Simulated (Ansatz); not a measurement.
# C3H6AlB: small, medium and large basis sets

An exercise on one series of results from a longer session: the logs are not shown, and one member is left open.

Method: one geometry, several basis sets; program: Ansatz 0.2.0, Gaussian basis.

Plan: PBE0-D4/def2-SVP; ωB97M-V/def2-SVP; PBE0-D4/def2-QZVPP; ωB97M-V/def2-QZVPP; the functionals' def2-TZVPP values are taken from earlier runs.

## The relaxed structure

An earlier PBE0-D4 in a triple-zeta def2 set relaxation fixed the geometry.

SMILES `BC1=[CH][AlH][CH2]1`, 11 atoms, charge 0, spin multiplicity 1.

Atoms are counted from 1 here; the program's logs count them from 0.

Bond lengths: B1–C2 1.535 Å, B1–H6 1.197 Å, B1–H7 1.199 Å, C2–C3 1.369 Å, C2–C5 1.526 Å, C3–Al4 1.914 Å, C3–H8 1.085 Å, Al4–C5 1.964 Å, Al4–H9 1.588 Å, C5–H10 1.092 Å, C5–H11 1.092 Å. Angles: C2–B1–H6 120.6°, C2–B1–H7 119.8°, H6–B1–H7 119.6°, B1–C2–C3 119.3°, B1–C2–C5 126.2°, C3–C2–C5 113.4°, C2–C3–Al4 85.8°, C2–C3–H8 122.2°, Al4–C3–H8 150.1°, C3–Al4–C5 77.3°, C3–Al4–H9 138.9°, C5–Al4–H9 140.6°, C2–C5–Al4 80.1°, C2–C5–H10 115.0°, C2–C5–H11 110.4°, Al4–C5–H10 123.7°, Al4–C5–H11 116.2°, H10–C5–H11 108.3°.

The first run:

in.yaml

```yaml
crystal:
  periodic: [false, false, false]
  atoms:
    - {symbol: B, position_ang: [1.316075, 1.241322, -0.224601]}
    - {symbol: C, position_ang: [0.074354, 0.381620, 0.047979]}
    - {symbol: C, position_ang: [-0.221907, 0.021296, 1.335462]}
    - {symbol: Al, position_ang: [-1.065016, -1.514347, 0.564003]}
    - {symbol: C, position_ang: [-0.753813, -0.362261, -0.996256]}
    - {symbol: H, position_ang: [1.520447, 2.234520, 0.411001]}
    - {symbol: H, position_ang: [2.121811, 0.882487, -1.036573]}
    - {symbol: H, position_ang: [0.219341, 0.521098, 2.191782]}
    - {symbol: H, position_ang: [-1.347194, -3.033789, 0.929714]}
    - {symbol: H, position_ang: [-0.200927, -0.679419, -1.882945]}
    - {symbol: H, position_ang: [-1.597869, 0.250471, -1.318967]}
basis:
  gaussian: {orbitals: def2-SVP}
hamiltonian: {xc: pbe0, dispersion: d4}
output: {orbitals: {seedname: orbitals}}
```

The run is started by

```bash
$ ansatz run in.yaml --threads 2 --pin off --events-out ev --progress --plain --max-ram 4352MiB
```

Steps of the session up to this table: PBE0-D4 in def2-SVP; ωB97M-V in def2-SVP; PBE0-D4 in def2-QZVPP; ωB97M-V in def2-QZVPP.

One of the session's tables, all rows but one given; the rest of the session is left out.

```
functional       basis  HOMO (eV)  LUMO (eV)
   PBE0-D4    def2-SVP      -6.91      -1.93
   PBE0-D4  def2-TZVPP      -6.91      -1.97
   PBE0-D4  def2-QZVPP          ?          ?
   ωB97M-V    def2-SVP      -9.00       0.02
   ωB97M-V  def2-TZVPP      -9.03      -0.10
   ωB97M-V  def2-QZVPP      -9.03      -0.17
```

Estimate the missing values for PBE0-D4, def2-QZVPP.

**Answer.** HOMO (eV): -6.91; LUMO (eV): -1.98.
